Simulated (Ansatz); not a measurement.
**CH2Ga (quartet): from Hartree-Fock to the top rungs, cc-pVDZ**

One table from this session's results is given with a row withheld; the runs are named, their logs left out.

The runs use Ansatz 0.2.0, Gaussian basis; cc-pVDZ, core rule «outside noble gas», up to 15 orbitals frozen.

Plan: UHF; CCSD(T) on ROHF; CCSD(T) on UHF; BCCD(T) on ROHF; CISD; CCSDT(Q) on ROHF; CCSDT(Q) on UHF; CCSDTQ on ROHF; CASSCF and MRCISD+Q, 9 electrons in 10 orbitals; CASSCF and NEVPT2, 9 electrons in 10 orbitals.

5 further runs of the same task are left out: 2 for a known fault of the program, 3 set aside as unsound or not needed.

## What is computed

The geometry is a PBE0/def2-TZVP stationary point (not a proven minimum). No spin-orbit coupling is included. The filled d shell of Ga may be among the frozen orbitals whatever the setting's name suggests; the logs give the count.

4 atoms, charge 0, spin multiplicity 4.

Atoms are counted from 1 here; the program's logs count them from 0.

Bond lengths: C1–Ga2 1.951 Å, Ga2–H3 1.561 Å, Ga2–H4 1.561 Å. Angles: C1–Ga2–H3 115.9°, C1–Ga2–H4 115.9°, H3–Ga2–H4 128.2°.

Set-up of the first run:

in.yaml reads:

```yaml
crystal:
  periodic: [false, false, false]
  atoms:
    - {symbol: C, position_ang: [0.000000, 0.000000, 1.687532]}
    - {symbol: Ga, position_ang: [0.000000, 0.000000, -0.263371]}
    - {symbol: H, position_ang: [0.000000, -1.404653, -0.945221]}
    - {symbol: H, position_ang: [0.000000, 1.404653, -0.945221]}
basis:
  gaussian: {orbitals: cc-pVDZ}
magnetization: {spin_polarized: true, initial_magnetization: 3}
hamiltonian: {xc: hf}
output: {orbitals: {seedname: orbitals}}
```

Command:

```
> ansatz run in.yaml --threads 1 --pin off --events-out ev --progress --plain --max-ram 4096MiB --backend cpu
```

Among the steps run: UHF; CCSD(T) on ROHF; CCSD(T) on UHF; BCCD(T) on ROHF; CISD; CCSDT(Q) on ROHF; CCSDT(Q) on UHF; CCSDTQ on ROHF; CASSCF and MRCISD+Q, 9 electrons in 10 orbitals; CASSCF and NEVPT2, 9 electrons in 10 orbitals.

One of the session's tables, all rows but one given; the rest of the session is left out.

```
          method  from RCCSDTQ (kJ/mol)
            ROHF                 +424.7
             UHF                 +419.9
            RMP2                      ?
            UMP2                  +98.7
           RCCSD                  +11.8
           UCCSD                  +11.5
        RCCSD(T)                   +3.1
        UCCSD(T)                   +2.9
         BCCD(T)                   +2.9
          RCCSDT                   +0.5
          UCCSDT                   +0.3
       RCCSDT(Q)                   +0.1
       UCCSDT(Q)                   -0.1
         RCCSDTQ                      0
  CASSCF valence                 +278.2
  NEVPT2 valence                  +73.7
  MRCISD valence                  +15.1
MRCISD+Q valence                   +1.3
```

Estimate the missing values for RMP2.

As computed: from RCCSDTQ (kJ/mol): +99.5. In the column «from RCCSDTQ (kJ/mol)» it lies between UMP2 (+98.7) and CASSCF valence (+278.2).

Caveats from the session: Restricted and unrestricted rows rest on different reference determinants; where their highest levels disagree by more than a few hundredths of an eV, they describe different states and don't form one ladder.
